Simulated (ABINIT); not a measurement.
The system is TaO.

```
Ta O
1.0
     3.06611    0.00000    0.00000
    -1.53306    2.65533    0.00000
     0.00000    0.00000    3.85502
Ta O
1 1
Cartesian
  0.0000 0.0000 1.9275
  0.0000 0.0000 0.0000
```

The cell was built by a generator and needn't be a form met in nature.

Base run:

```yaml
Program: ABINIT 10.8.3 (patched build)
Functional: r2SCAN
Potentials_or_basis: JTH PAW PBE v2.0
Cutoff: 762 eV
k_mesh: 10 × 10 × 7
Occupations: fermi-dirac, width 0.05 eV
Spin: no spin polarisation
```

Its results: band gap on the k mesh none (metal or under the smearing width); pressure -3.5 GPa.

Problem. The run is repeated on the same cell with these changes: functional from r2SCAN to RPBE. What comes out?

Solution. Band gap on the k mesh none (metal or under the smearing width); pressure 3.5 GPa.

Caveats: the PAW data sets were made with another functional, which shifts forces and pressure a little; an odd number of electrons without spin polarisation forces a metal; a magnetic or distorted state may lie lower; the atomic spheres overlap.
